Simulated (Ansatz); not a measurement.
# Zn2Ge: from a guess to a relaxed structure, part 2 of 3

Aim: relax a trial structure of Zn2Ge and see where it ends.

Ansatz 0.2.0; DFT PBE, scalar-relativistic, plane waves, PAW. Earlier steps stand in the parts before.

### Step 3. Coarse relaxation

Input file input.yaml:

```yaml
crystal:
  lattice:
    - [3.87179911, 0.0, 0.0]
    - [-1.93589955, 3.35307639, 0.0]
    - [0.0, 0.0, 3.72689508]
  atoms:
    - { symbol: Zn, position: [0.33333333, 0.66666667, 0.5] }
    - { symbol: Zn, position: [0.66666667, 0.33333333, 0.5] }
    - { symbol: Ge, position: [0.0, 0.0, 0.0] }
basis:
  ecutwfc: 420
kpoints:
  mp_grid: { grid: [6, 6, 6] }
hamiltonian:
  xc: pbe
scf:
  occupations: { method: gaussian, width: 0.1 }
  lower_state_search: "off"
output:
  forces: true
  stress: true
  eigenvalues: true
relax:
  adjacent_minimum: "off"
  f_tol: 0.04
  max_steps: 70
  cell: { stress_tol: 0.4 }
```

On the command line:

```
$ ansatz run input.yaml --threads 1 --pin off --max-ram 2048MiB --backend cpu --events-out ev --progress --plain --runs-dir out
```

Output:

```text
Warning: RAYON_NUM_THREADS=1 ignored (pool sized by the plan → 1); use --threads N
Engine: ansatz 0.2.0, x86_64-unknown-linux-gnu
[... 4 set-up lines as earlier in the session ...]
  parameter kappa = 0.804
  parameter beta = 0.06672455060314922
  exchange = pbe_x(kappa = kappa, mu = beta*pi^2/3)
  correlation = pbe_c(beta = beta)
Crystal: 3 atoms, lattice volume = 48.384 Å³
Basis set: ecut = 420 eV, 937 PW (Γ), exchange–correlation on 54×54×50 points (8 copies of the dense FFT grid, shifted against one another)
Bands: 23, of which v1, the nominal top of the filled ones, is band 19 counted from 1 (18 counted from 0)
[... 2 set-up lines as earlier in the session ...]
k-points: 28 of 216
Non-local potential: Zn, projectors of the file, l = 0: 2, l = 1: 2, l = 2: 3, l = 3: 1
Non-local potential: Ge, projectors of the file, l = 0: 2, l = 1: 2, l = 2: 3, l = 3: 1
PAW form: soft (Blöchl's): semilocal exchange-correlation on the pseudo side does not see the compensation charge
PAW one-centre angular grid: Zn, 590 points (default); XC on 64 Gauss nodes
PAW one-centre angular grid: Ge, 590 points (default); XC on 64 Gauss nodes
Initial density: superposition of atomic densities (neutral atoms: chi_scale 0, normalization atom), corrected by the library's trained network
Initial wavefunctions: pseudopotential atomic-orbital guess
Functional: x = pbe(κ = 0.804, μ = 0.2195149727645171), c = pbe(β = 0.06672455060314922)
SCF iter   1: F=—  HF=-10931.723028 eV  |F-HF|=—  |Δ(HF+E_count)|=         —  Δρ=1.82e-3  dr2=1.89e-3  ethr=1.77e-3  ⟨swp⟩=5.4  Hψ=2973  notcnv=0
preconditioner: auto → Resta (q_TF=auto, 2.621 Å⁻¹)  ε∞=5.7  [insulator: Δε(μ)=0.111 eV  Ē_g=15.161 eV  σ=0.100 eV  W_gap=0.56  n_scr=20 (ndim 8)  ℏωp=32.9 eV  f_vac=0.000  D(μ)=0.87/eV (n_scr^D=2)  ε∞_Penn≈5.7]
SCF iter   2: F=—  HF=-10931.722716 eV  |F-HF|=—  |Δ(HF+E_count)|=   3.12e-4  Δρ=1.15e-3  dr2=7.84e-4  ethr=4.98e-6  ⟨swp⟩=1.1  Hψ=877  notcnv=0
SCF iter   3: F=—  HF=-10931.722696 eV  |F-HF|=—  |Δ(HF+E_count)|=   2.06e-5  Δρ=2.81e-4  dr2=3.07e-5  ethr=2.06e-6  ⟨swp⟩=2.0  Hψ=1026  notcnv=0
SCF iter   4: F=—  HF=-10931.722660 eV  |F-HF|=—  |Δ(HF+E_count)|=   3.50e-5  Δρ=1.10e-4  dr2=9.88e-6  ethr=8.07e-8  ⟨swp⟩=2.0  Hψ=1162  notcnv=0
SCF iter   5: F=—  HF=-10931.722661 eV  |F-HF|=—  |Δ(HF+E_count)|=   3.28e-7  Δρ=1.08e-4  dr2=2.86e-6  ethr=2.60e-8  ⟨swp⟩=2.0  Hψ=1009  notcnv=0
SCF iter   6: F=—  HF=-10931.722660 eV  |F-HF|=—  |Δ(HF+E_count)|=   1.01e-6  Δρ=2.17e-5  dr2=3.39e-7  ethr=7.53e-9  ⟨swp⟩=2.0  Hψ=1006  notcnv=0
SCF iter   7: F=-10931.722660 eV  HF=-10931.722660 eV  |F-HF|=2.37e-9  |Δ(HF+E_count)|=   1.59e-7  Δρ=7.87e-6  dr2=2.90e-8  ethr=2.63e-10  ⟨swp⟩=5.0  Hψ=2466  notcnv=0
SCF 1 converged in 7 iterations: F = -10931.722660 eV  dr2 = 2.90e-8
relax step   1: F+E_penalty+E_count = -10931.72265966 eV  Δ(F+E_penalty+E_count) = +0.000e0 eV  max|allowed force component| = 3.701e-17 eV/Å  Δτ_max = 0.0000 Å  P = +14.434 GPa  Ω = 48.384 Å³  (7 SCF iters, dr2 threshold 1.00e-7 eV, accepted)
Crystal: 3 atoms, lattice volume = 51.601 Å³
Basis set: ecut = 420 eV, 985 PW (Γ), exchange–correlation on 54×54×50 points (8 copies of the dense FFT grid, shifted against one another)
Initial density: handed on by an earlier stage of this run
Initial wavefunctions: those handed on with the density
iter 1 solved again at ethr=4.79e-5 eV; its pass at ethr=3.10e-3 eV (dr2=1.82e-2 eV) is discarded
SCF iter   1: F=—  HF=-10932.130650 eV  |F-HF|=—  |Δ(HF+E_count)|=         —  Δρ=7.53e-3  dr2=1.78e-2  ethr=4.79e-5  ⟨swp⟩=2.0  Hψ=4328  notcnv=0
preconditioner: auto → Kerker (q_TF=auto, 2.593 Å⁻¹)  [metal: Δε(μ)=0.062 eV  Ē_g=14.904 eV  σ=0.100 eV  W_gap=0.33  n_scr=20 (ndim 8)  ℏωp=31.9 eV  f_vac=0.000  D(μ)=2.18/eV (n_scr^D=20)]
SCF iter   2: F=—  HF=-10932.126671 eV  |F-HF|=—  |Δ(HF+E_count)|=   3.98e-3  Δρ=2.29e-3  dr2=2.75e-3  ethr=4.68e-5  ⟨swp⟩=2.0  Hψ=937  notcnv=0
SCF iter   3: F=—  HF=-10932.125480 eV  |F-HF|=—  |Δ(HF+E_count)|=   1.19e-3  Δρ=1.94e-3  dr2=1.55e-3  ethr=7.24e-6  ⟨swp⟩=2.0  Hψ=978  notcnv=0
SCF iter   4: F=—  HF=-10932.125051 eV  |F-HF|=—  |Δ(HF+E_count)|=   4.30e-4  Δρ=5.21e-4  dr2=1.13e-4  ethr=4.07e-6  ⟨swp⟩=2.0  Hψ=992  notcnv=0
SCF iter   5: F=—  HF=-10932.125071 eV  |F-HF|=—  |Δ(HF+E_count)|=   1.99e-5  Δρ=1.23e-4  dr2=1.19e-5  ethr=2.98e-7  ⟨swp⟩=2.1  Hψ=1175  notcnv=0
SCF iter   6: F=—  HF=-10932.125065 eV  |F-HF|=—  |Δ(HF+E_count)|=   5.84e-6  Δρ=5.65e-5  dr2=2.94e-6  ethr=3.13e-8  ⟨swp⟩=2.1  Hψ=1140  notcnv=0
SCF iter   7: F=—  HF=-10932.125065 eV  |F-HF|=—  |Δ(HF+E_count)|=   4.59e-7  Δρ=2.33e-5  dr2=3.48e-7  ethr=7.74e-9  ⟨swp⟩=2.0  Hψ=1169  notcnv=0
SCF iter   8: F=-10932.125065 eV  HF=-10932.125065 eV  |F-HF|=6.18e-9  |Δ(HF+E_count)|=   9.82e-8  Δρ=6.34e-6  dr2=3.06e-8  ethr=7.89e-10  ⟨swp⟩=6.3  Hψ=3137  notcnv=0
SCF 2 converged in 8 iterations: F = -10932.125065 eV  dr2 = 3.06e-8
relax step   2: F+E_penalty+E_count = -10932.12506526 eV  Δ(F+E_penalty+E_count) = -4.024e-1 eV  max|allowed force component| = 7.093e-17 eV/Å  Δτ_max = 0.0000 Å  P = +5.489 GPa  Ω = 51.601 Å³  energy of the carried Pulay correction = -1.889e-3 eV  (8 SCF iters, dr2 threshold 3.00e-7 eV, accepted)
Crystal: 3 atoms, lattice volume = 52.567 Å³
Basis set: ecut = 420 eV, 1013 PW (Γ), exchange–correlation on 54×54×50 points (8 copies of the dense FFT grid, shifted against one another)
iter 1 solved again at ethr=2.47e-5 eV; its pass at ethr=3.10e-3 eV (dr2=9.37e-3 eV) is discarded
SCF iter   1: F=—  HF=-10932.279651 eV  |F-HF|=—  |Δ(HF+E_count)|=         —  Δρ=4.83e-3  dr2=9.25e-3  ethr=2.47e-5  ⟨swp⟩=2.1  Hψ=4618  notcnv=0
preconditioner: auto → Kerker (q_TF=auto, 2.585 Å⁻¹)  [metal: Δε(μ)=0.037 eV  Ē_g=14.714 eV  σ=0.100 eV  W_gap=0.20  n_scr=20 (ndim 8)  ℏωp=31.6 eV  f_vac=0.000  D(μ)=1.78/eV (n_scr^D=8)]
SCF iter   2: F=—  HF=-10932.277902 eV  |F-HF|=—  |Δ(HF+E_count)|=   1.75e-3  Δρ=2.13e-3  dr2=2.81e-3  ethr=2.43e-5  ⟨swp⟩=2.6  Hψ=1017  notcnv=0
SCF iter   3: F=—  HF=-10932.277343 eV  |F-HF|=—  |Δ(HF+E_count)|=   5.59e-4  Δρ=1.39e-3  dr2=6.28e-4  ethr=7.39e-6  ⟨swp⟩=2.0  Hψ=1011  notcnv=0
SCF iter   4: F=—  HF=-10932.277016 eV  |F-HF|=—  |Δ(HF+E_count)|=   3.27e-4  Δρ=3.64e-4  dr2=4.54e-5  ethr=1.65e-6  ⟨swp⟩=3.2  Hψ=1460  notcnv=0
SCF iter   5: F=—  HF=-10932.277041 eV  |F-HF|=—  |Δ(HF+E_count)|=   2.45e-5  Δρ=9.78e-5  dr2=4.47e-6  ethr=1.19e-7  ⟨swp⟩=2.0  Hψ=1147  notcnv=0
SCF iter   6: F=—  HF=-10932.277039 eV  |F-HF|=—  |Δ(HF+E_count)|=   1.45e-6  Δρ=3.27e-5  dr2=4.61e-7  ethr=1.18e-8  ⟨swp⟩=2.1  Hψ=1158  notcnv=0
SCF iter   7: F=-10932.277039 eV  HF=-10932.277039 eV  |F-HF|=6.64e-8  |Δ(HF+E_count)|=   2.32e-7  Δρ=1.23e-5  dr2=9.42e-8  ethr=7.89e-10  ⟨swp⟩=7.5  Hψ=3554  notcnv=0
SCF 3 converged in 7 iterations: F = -10932.277039 eV  dr2 = 9.42e-8
relax step   3: F+E_penalty+E_count = -10932.27703931 eV  Δ(F+E_penalty+E_count) = -1.520e-1 eV  max|allowed force component| = 4.009e-17 eV/Å  Δτ_max = 0.0000 Å  P = +2.210 GPa  Ω = 52.567 Å³  energy of the carried Pulay correction = -2.445e-3 eV  (7 SCF iters, dr2 threshold 3.00e-7 eV, accepted)
Crystal: 3 atoms, lattice volume = 53.921 Å³
Basis set: ecut = 420 eV, 1061 PW (Γ), exchange–correlation on 54×54×50 points (8 copies of the dense FFT grid, shifted against one another)
iter 1 solved again at ethr=1.91e-5 eV; its pass at ethr=3.10e-3 eV (dr2=7.25e-3 eV) is discarded
SCF iter   1: F=—  HF=-10932.304049 eV  |F-HF|=—  |Δ(HF+E_count)|=         —  Δρ=3.76e-3  dr2=7.89e-3  ethr=1.91e-5  ⟨swp⟩=3.1  Hψ=4833  notcnv=0
preconditioner: auto → Kerker (q_TF=auto, 2.574 Å⁻¹)  [metal: Δε(μ)=0.054 eV  Ē_g=14.550 eV  σ=0.100 eV  W_gap=0.29  n_scr=20 (ndim 8)  ℏωp=31.2 eV  f_vac=0.000  D(μ)=2.51/eV (n_scr^D=20)]
SCF iter   2: F=—  HF=-10932.302542 eV  |F-HF|=—  |Δ(HF+E_count)|=   1.51e-3  Δρ=1.41e-3  dr2=2.01e-3  ethr=1.91e-5  ⟨swp⟩=2.0  Hψ=930  notcnv=0
SCF iter   3: F=—  HF=-10932.301955 eV  |F-HF|=—  |Δ(HF+E_count)|=   5.87e-4  Δρ=1.11e-3  dr2=8.70e-4  ethr=5.28e-6  ⟨swp⟩=2.0  Hψ=1014  notcnv=0
SCF iter   4: F=—  HF=-10932.301682 eV  |F-HF|=—  |Δ(HF+E_count)|=   2.73e-4  Δρ=3.57e-4  dr2=7.13e-5  ethr=2.29e-6  ⟨swp⟩=2.0  Hψ=1035  notcnv=0
SCF iter   5: F=—  HF=-10932.301708 eV  |F-HF|=—  |Δ(HF+E_count)|=   2.60e-5  Δρ=9.99e-5  dr2=1.09e-5  ethr=1.88e-7  ⟨swp⟩=2.3  Hψ=1187  notcnv=0
SCF iter   6: F=—  HF=-10932.301704 eV  |F-HF|=—  |Δ(HF+E_count)|=   4.40e-6  Δρ=4.61e-5  dr2=1.90e-6  ethr=2.87e-8  ⟨swp⟩=2.0  Hψ=1166  notcnv=0
SCF iter   7: F=-10932.301704 eV  HF=-10932.301704 eV  |F-HF|=1.15e-7  |Δ(HF+E_count)|=   3.24e-7  Δρ=2.21e-5  dr2=2.03e-7  ethr=7.89e-10  ⟨swp⟩=6.4  Hψ=4085  notcnv=0
SCF 4 converged in 7 iterations: F = -10932.301704 eV  dr2 = 2.03e-7
relax step   4: F+E_penalty+E_count = -10932.30170405 eV  Δ(F+E_penalty+E_count) = -2.466e-2 eV  max|allowed force component| = 2.159e-17 eV/Å  Δτ_max = 0.0000 Å  P = -0.442 GPa  Ω = 53.921 Å³  energy of the carried Pulay correction = -3.196e-3 eV  (7 SCF iters, dr2 threshold 3.00e-7 eV, accepted)
Crystal: 3 atoms, lattice volume = 53.646 Å³
iter 1 solved again at ethr=6.28e-7 eV; its pass at ethr=3.10e-3 eV (dr2=2.38e-4 eV) is discarded
SCF iter   1: F=—  HF=-10932.302897 eV  |F-HF|=—  |Δ(HF+E_count)|=         —  Δρ=5.85e-4  dr2=1.47e-4  ethr=6.28e-7  ⟨swp⟩=3.4  Hψ=4157  notcnv=0
preconditioner: auto → Kerker (q_TF=auto, 2.576 Å⁻¹)  [metal: Δε(μ)=0.095 eV  Ē_g=14.532 eV  σ=0.100 eV  W_gap=0.41  n_scr=20 (ndim 8)  ℏωp=31.3 eV  f_vac=0.000  D(μ)=2.48/eV (n_scr^D=20)]
SCF iter   2: F=—  HF=-10932.302888 eV  |F-HF|=—  |Δ(HF+E_count)|=   9.17e-6  Δρ=2.02e-4  dr2=2.94e-5  ethr=3.86e-7  ⟨swp⟩=2.0  Hψ=983  notcnv=0
SCF iter   3: F=—  HF=-10932.302878 eV  |F-HF|=—  |Δ(HF+E_count)|=   1.03e-5  Δρ=1.61e-4  dr2=1.48e-5  ethr=7.74e-8  ⟨swp⟩=2.0  Hψ=1007  notcnv=0
SCF iter   4: F=—  HF=-10932.302873 eV  |F-HF|=—  |Δ(HF+E_count)|=   4.67e-6  Δρ=4.89e-5  dr2=1.28e-6  ethr=3.89e-8  ⟨swp⟩=2.0  Hψ=1025  notcnv=0
SCF iter   5: F=-10932.302873 eV  HF=-10932.302873 eV  |F-HF|=1.11e-7  |Δ(HF+E_count)|=   1.92e-7  Δρ=1.21e-5  dr2=1.66e-7  ethr=7.89e-10  ⟨swp⟩=7.5  Hψ=3626  notcnv=0
SCF 5 converged in 5 iterations: F = -10932.302873 eV  dr2 = 1.66e-7
relax step   5: F+E_penalty+E_count = -10932.30287330 eV  Δ(F+E_penalty+E_count) = -1.169e-3 eV  max|allowed force component| = 4.626e-17 eV/Å  Δτ_max = 0.0000 Å  P = +0.009 GPa  Ω = 53.646 Å³  energy of the carried Pulay correction = -3.046e-3 eV  (5 SCF iters, dr2 threshold 3.00e-7 eV, accepted)
Basis set: ecut = 420 eV, 1061 PW (Γ), exchange–correlation on 60×60×48 points (8 copies of the dense FFT grid, shifted against one another)
Initial wavefunctions: pseudopotential atomic-orbital guess (no wavefunctions were taken with the density)
iter 1 solved again at ethr=4.70e-7 eV; its pass at ethr=3.10e-3 eV (dr2=1.79e-4 eV) is discarded
SCF iter   1: F=—  HF=-10932.290408 eV  |F-HF|=—  |Δ(HF+E_count)|=         —  Δρ=3.23e-3  dr2=1.51e-4  ethr=4.70e-7  ⟨swp⟩=2.1  Hψ=4343  notcnv=0
preconditioner: auto → Kerker (q_TF=auto, 2.576 Å⁻¹)  [metal: Δε(μ)=0.095 eV  Ē_g=14.538 eV  σ=0.100 eV  W_gap=0.41  n_scr=20 (ndim 8)  ℏωp=31.3 eV  f_vac=0.000  D(μ)=2.48/eV (n_scr^D=20)]
SCF iter   2: F=—  HF=-10932.308319 eV  |F-HF|=—  |Δ(HF+E_count)|=   1.79e-2  Δρ=1.66e-3  dr2=4.93e-5  ethr=3.96e-7  ⟨swp⟩=2.0  Hψ=1171  notcnv=0
SCF iter   3: F=—  HF=-10932.313532 eV  |F-HF|=—  |Δ(HF+E_count)|=   5.21e-3  Δρ=6.04e-4  dr2=6.71e-6  ethr=1.30e-7  ⟨swp⟩=2.0  Hψ=1018  notcnv=0
SCF iter   4: F=—  HF=-10932.314317 eV  |F-HF|=—  |Δ(HF+E_count)|=   7.84e-4  Δρ=6.25e-5  dr2=9.53e-7  ethr=1.77e-8  ⟨swp⟩=2.0  Hψ=1023  notcnv=0
SCF iter   5: F=—  HF=-10932.314321 eV  |F-HF|=—  |Δ(HF+E_count)|=   4.00e-6  Δρ=2.10e-5  dr2=1.64e-7  ethr=2.51e-9  ⟨swp⟩=2.0  Hψ=1128  notcnv=0
SCF iter   6: F=—  HF=-10932.314321 eV  |F-HF|=—  |Δ(HF+E_count)|=   4.11e-7  Δρ=7.15e-6  dr2=3.47e-8  ethr=4.31e-10  ⟨swp⟩=2.5  Hψ=1166  notcnv=0
SCF iter   7: F=—  HF=-10932.314321 eV  |F-HF|=—  |Δ(HF+E_count)|=   3.25e-9  Δρ=2.72e-6  dr2=2.48e-9  ethr=9.12e-11  ⟨swp⟩=2.2  Hψ=1107  notcnv=0
SCF iter   8: F=-10932.314321 eV  HF=-10932.314321 eV  |F-HF|=2.89e-10  |Δ(HF+E_count)|=   5.66e-9  Δρ=8.75e-7  dr2=7.33e-10  ethr=5.05e-12  ⟨swp⟩=4.0  Hψ=2208  notcnv=0
SCF 6 converged in 8 iterations: F = -10932.314321 eV  dr2 = 7.33e-10
relax step   6: F+E_penalty+E_count = -10932.31432095 eV  Δ(F+E_penalty+E_count) = -1.145e-2 eV  max|allowed force component| = 2.159e-17 eV/Å  Δτ_max = 0.0000 Å  P = +0.353 GPa  Ω = 53.646 Å³  stress off target by 4.44e-1 GPa  SCF on the basis re-selected at this cell (its energy is not comparable with the rows above)  (8 SCF iters)
basis re-selected at this cell: Δ(F+E_penalty+E_count) = -1.145e-2 eV, ΔP = +0.344 GPa vs the last step (what re-selecting the basis moved, of the pressure what is left beyond the Pulay correction that the steps carried, after the strain that the cell walked since its last selection, with what the two solves' SCF thresholds leave and, on support functions, any second-order correction that the steps lacked; it is no measure of the basis error at this ecutwfc). The dense FFT grid was sized anew with the basis: this SCF ran on 30×30×24 points, the steps before it on 27×27×25, so part of this shift can come from that change (see relax.cell in the input reference). This SCF's stress stands 4.44e-1 GPa from its target on what of the cell is left free (relax.cell.stress_tol is 4.00e-1 GPa) and its largest allowed force component is 2.16e-17 eV/Å (relax.f_tol is 4.00e-2 eV/Å): not within both, so this SCF does not close the relaxation
Crystal: 3 atoms, lattice volume = 53.886 Å³
iter 1 solved again at ethr=9.46e-8 eV; its pass at ethr=3.10e-3 eV (dr2=3.59e-5 eV) is discarded
SCF iter   1: F=—  HF=-10932.314662 eV  |F-HF|=—  |Δ(HF+E_count)|=         —  Δρ=4.00e-4  dr2=5.97e-5  ethr=9.46e-8  ⟨swp⟩=2.8  Hψ=3344  notcnv=0
preconditioner: auto → Kerker (q_TF=auto, 2.574 Å⁻¹)  [metal: Δε(μ)=0.020 eV  Ē_g=14.518 eV  σ=0.100 eV  W_gap=0.11  n_scr=20 (ndim 8)  ℏωp=31.2 eV  f_vac=0.000  D(μ)=2.57/eV (n_scr^D=26)]
SCF iter   2: F=—  HF=-10932.314640 eV  |F-HF|=—  |Δ(HF+E_count)|=   2.27e-5  Δρ=9.77e-5  dr2=6.09e-6  ethr=9.46e-8  ⟨swp⟩=2.0  Hψ=990  notcnv=0
SCF iter   3: F=—  HF=-10932.314636 eV  |F-HF|=—  |Δ(HF+E_count)|=   3.70e-6  Δρ=1.04e-4  dr2=5.95e-6  ethr=1.60e-8  ⟨swp⟩=2.0  Hψ=959  notcnv=0
SCF iter   4: F=—  HF=-10932.314634 eV  |F-HF|=—  |Δ(HF+E_count)|=   1.85e-6  Δρ=2.92e-5  dr2=3.81e-7  ethr=1.57e-8  ⟨swp⟩=2.1  Hψ=934  notcnv=0
SCF iter   5: F=-10932.314634 eV  HF=-10932.314634 eV  |F-HF|=8.49e-8  |Δ(HF+E_count)|=   1.20e-7  Δρ=9.02e-6  dr2=5.47e-8  ethr=7.89e-10  ⟨swp⟩=4.1  Hψ=2360  notcnv=0
SCF 7 converged in 5 iterations: F = -10932.314634 eV  dr2 = 5.47e-8
relax step   7: F+E_penalty+E_count = -10932.31463427 eV  Δ(F+E_penalty+E_count) = -3.133e-4 eV  max|allowed force component| = 3.392e-17 eV/Å  Δτ_max = 0.0000 Å  P = +0.043 GPa  Ω = 53.886 Å³  energy of the carried Pulay correction = -1.181e-4 eV  (5 SCF iters, dr2 threshold 3.00e-7 eV, accepted)
iter 1 solved again at ethr=4.94e-8 eV; its pass at ethr=3.10e-3 eV (dr2=1.88e-5 eV) is discarded
SCF iter   1: F=—  HF=-10932.314538 eV  |F-HF|=—  |Δ(HF+E_count)|=         —  Δρ=2.82e-4  dr2=9.28e-7  ethr=4.94e-8  ⟨swp⟩=2.2  Hψ=4430  notcnv=0
preconditioner: auto → Kerker (q_TF=auto, 2.574 Å⁻¹)  [metal: Δε(μ)=0.020 eV  Ē_g=14.513 eV  σ=0.100 eV  W_gap=0.11  n_scr=20 (ndim 8)  ℏωp=31.2 eV  f_vac=0.000  D(μ)=2.58/eV (n_scr^D=26)]
SCF iter   2: F=—  HF=-10932.314697 eV  |F-HF|=—  |Δ(HF+E_count)|=   1.60e-4  Δρ=1.44e-4  dr2=3.01e-7  ethr=2.44e-9  ⟨swp⟩=3.0  Hψ=1161  notcnv=0
SCF iter   3: F=—  HF=-10932.314754 eV  |F-HF|=—  |Δ(HF+E_count)|=   5.71e-5  Δρ=2.44e-5  dr2=3.21e-8  ethr=7.91e-10  ⟨swp⟩=2.0  Hψ=942  notcnv=0
SCF iter   4: F=—  HF=-10932.314756 eV  |F-HF|=—  |Δ(HF+E_count)|=   1.42e-6  Δρ=2.82e-6  dr2=5.30e-9  ethr=8.44e-11  ⟨swp⟩=2.0  Hψ=1172  notcnv=0
SCF iter   5: F=-10932.314756 eV  HF=-10932.314756 eV  |F-HF|=5.07e-9  |Δ(HF+E_count)|=   5.72e-9  Δρ=1.87e-6  dr2=1.68e-9  ethr=5.05e-12  ⟨swp⟩=4.1  Hψ=2307  notcnv=0
SCF 8 converged in 5 iterations: F = -10932.314756 eV  dr2 = 1.68e-9
relax step   8: F+E_penalty+E_count = -10932.31475585 eV  Δ(F+E_penalty+E_count) = -1.216e-4 eV  max|allowed force component| = 1.110e-16 eV/Å  Δτ_max = 0.0000 Å  P = +0.040 GPa  Ω = 53.886 Å³  stress off target by 7.37e-2 GPa  SCF on the basis re-selected at this cell (its energy is not comparable with the rows above)  (5 SCF iters)
basis re-selected at this cell: Δ(F+E_penalty+E_count) = -1.216e-4 eV, ΔP = -0.004 GPa vs the last step (what re-selecting the basis moved, of the pressure what is left beyond the Pulay correction that the steps carried, after the strain that the cell walked since its last selection, with what the two solves' SCF thresholds leave and, on support functions, any second-order correction that the steps lacked; it is no measure of the basis error at this ecutwfc). This SCF's stress stands 7.37e-2 GPa from its target on what of the cell is left free (relax.cell.stress_tol is 4.00e-1 GPa) and its largest allowed force component is 1.11e-16 eV/Å (relax.f_tol is 4.00e-2 eV/Å): within both
SCF converged after 5 iterations
Free energy (F): -10932.314756 eV
Harris-Foulkes:  -10932.314756 eV  (|F-HF|=5.07e-9)
Internal energy: -10932.301867 eV  (E = F + TS)
E sigma→0 (E₀):  -10932.308311 eV
Entropy (-TS):   -0.012889 eV (-4.296 meV/atom)
Fermi energy:    9.660503 eV
--- Per-component energies (eV) ---
  E_band       = -59.637267
  E_kinetic    = 370.766416
  E_local      = -5445.239556  (includes V_loc(G=0)·N_el)
  E_nonlocal   = 1635.793843
  E_hartree    = 2317.933109
  E_xc         = -350.106310
  E_vxc        = -168.376844  (∫ρ·V_xc dr)
  E_paw        = -5665.108447  (= ΣΔE_a)
  E_vpaw       = -1088.446969  (= ΣTr[D̂ρ^β])
  E_aug_tail   = -0.000399  (compensation charges beyond the density's cutoff)
  E_ewald      = -3796.340524
  E_smearing   = -0.012889  (= −TS)
  E_closure    = -0.000000  (closes the sum)
  Σ components = -10932.314756   (vs F -10932.314756, Δ=0.00e0)
--- Forces (eV/Å), atoms counted from 1 ---
  atom   1  Zn    -0.00000000    -0.00000000     0.00000000
  atom   2  Zn     0.00000000     0.00000000     0.00000000
  atom   3  Ge     0.00000000    -0.00000000     0.00000000
  max |Σ_I F_I| component: 2.78e-17 eV/Å
--- Stress (GPa, compression-positive) ---
        0.073690      -0.000000       0.000000
       -0.000000       0.073690       0.000000
        0.000000       0.000000      -0.028802
  P = ⅓ Tr σ = 0.0395 GPa (0.395 kbar)
--- Band table (eV; the first three rows and the last of 28) ---
  k-point 0: bands = ["-15.0330", "-15.0035", "-15.0035", "-14.9770", "-14.9770", "-1.3893", "2.0555", "2.2522", "2.2522", "2.3202", "2.3202", "2.3463", "2.3463", "2.6232", "2.7468", "2.7468", "7.9496", "9.6447", "9.6447", "11.2039", "11.2039", "11.2443", "12.6812"]
  k-point 1: bands = ["-15.0254", "-15.0061", "-15.0061", "-14.9767", "-14.9767", "-1.0377", "2.0767", "2.2490", "2.2490", "2.3158", "2.3158", "2.3440", "2.3440", "2.6865", "2.7231", "2.7231", "7.1825", "9.9500", "9.9500", "10.2019", "11.5660", "11.5660", "12.9780"]
  k-point 2: bands = ["-15.0114", "-15.0114", "-15.0101", "-14.9762", "-14.9762", "-0.0199", "2.0467", "2.2191", "2.2191", "2.2808", "2.2808", "2.3983", "2.3983", "2.6691", "2.6691", "2.8147", "4.9195", "10.6375", "10.7714", "10.7714", "12.5146", "12.5146", "13.9103"]
  k-point 27: bands = ["-15.0151", "-15.0151", "-15.0009", "-14.9744", "-14.9744", "1.2694", "1.7440", "2.1122", "2.1122", "2.2876", "2.2876", "2.7864", "2.7912", "2.7912", "3.0743", "3.7407", "5.9141", "6.8665", "6.8665", "7.6826", "7.6826", "16.1633", "16.2645"]
--- Relaxed structure (6 steps of the walk, 6 accepted, 2 SCFs on fresh bases) ---
  F+E_penalty+E_count = -10932.31475585 eV   max|allowed force component| = 1.110e-16 eV/Å   (the final SCF, on the basis selected at the relaxed cell)
  cell:  # Å, volume = 53.8856 Å³
    - [4.302475022466869, -3.2078565018333985e-9, 0.0]
    - [-2.1512375084553494, 3.7260526702082597, 0.0]
    - [0.0, 0.0, 3.3612876250236137]
  atoms:
    - { symbol: Zn, position: [0.3333333333333333, 0.6666666666666665, 0.49999999999999994] }
    - { symbol: Zn, position: [0.6666666666666666, 0.33333333333333326, 0.49999999999999994] }
    - { symbol: Ge, position: [-5.731492428677629e-35, 2.1698686510597e-34, 0.0] }
```

Run time: 12 s. Hardware: 1 thread of Intel Xeon 6975P-C (Granite Rapids), shared host; peak memory 0.52 GiB.

The steps of the relaxation:

```csv
step,E - E(step 1) (eV/cell),largest force component (eV/Å),pressure (GPa),volume (Å³)
1,0.0000,0.0000,14.43,48.38
2,-0.4024,0.0000,5.49,51.60
3,-0.5544,0.0000,2.21,52.57
4,-0.5790,0.0000,-0.44,53.92
5,-0.5802,0.0000,0.01,53.65
6,-0.5917,0.0000,0.35,53.65
7,-0.5920,0.0000,0.04,53.89
8,-0.5921,0.0000,0.04,53.89
```

Step 1 is the start. Steps 6, 8 each repeat the geometry before them on a plane-wave basis chosen anew, so the energy can jump there without any move.

|  | before | after | change |
| --- | --- | --- | --- |
| a (Å) | 3.872 | 4.302 | +11.1 % |
| b (Å) | 3.872 | 4.302 | +11.1 % |
| c (Å) | 3.727 | 3.361 | -9.8 % |
| volume (Å³/atom) | 16.13 | 17.96 | +11.4 % |
| shortest distance (Å) | 2.235 | 2.484 | +11.1 % |
| space group (0.01 Å) | P6/mmm | P6/mmm | same |

Forces and stress were held to the start's 24 operations: a distortion of lower symmetry was not tested.

(Continued in part 3 of 3.)
